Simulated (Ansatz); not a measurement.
# BrK: the cost of one run

All numbers are computed with Ansatz 0.2.0 through its Python package. The levels of theory stand in the script.

**1. Starting point**

Bond lengths: K1–Br2 3.060 Å.

No structure file is read: the coordinates are typed or built in the script.

**2. The code**

Contents of basis_brk.py:

```python
import ansatz as az
from ase import Atoms


def main() -> None:
    atoms = Atoms(["K", "Br"], positions=[
        [0.0, 0.0, 0.0],
        [0.0, 0.0, 3.06],
    ])
    mol = az.Crystal.molecule_from_ase(atoms)

    calc = mol.calculation().functional("hf")

    energies = {}
    for basis in ["def2-SVP", "def2-SVPD", "def2-TZVP", "def2-TZVPP"]:
        data = calc.basis(gaussian=basis).run(threads=1, backend="cpu").report
        size = data["n_frozen"] + data["n_occupied"][0] + data["n_virtual"][0]
        energies[basis] = (data["reference_energy_ev"] / 27.211386246, data["free_energy_ev"] / 27.211386246)
        print(f"{basis:14s} {size:4d} orbitals  reference {energies[basis][0]:14.6f} Ha  total {energies[basis][1]:14.6f} Ha")

    last = energies["def2-TZVPP"][1]
    for basis, (_, total) in energies.items():
        print(f"{basis:14s} lies {27.211386 * (total - last):9.4f} eV above def2-TZVPP")


if __name__ == "__main__":
    main()
```

**3. What the engine is handed**

The package turns the script's settings into the engine's input (first run):

```yaml
crystal:
  periodic: [false, false, false]
  atoms:
    - { symbol: K, position_ang: [0.0, 0.0, 0.0] }
    - { symbol: Br, position_ang: [0.0, 0.0, 3.06] }
basis:
  gaussian:
    orbitals: def2-SVP
hamiltonian:
  xc: hf
```

**4. Launch**

Launch:

```sh
$ python basis_brk.py
```

Q: Estimate wall time and peak memory on 1 thread of Arm Neoverse V1, shared host.

About 2.8 s, with a peak of 0.2 GiB.
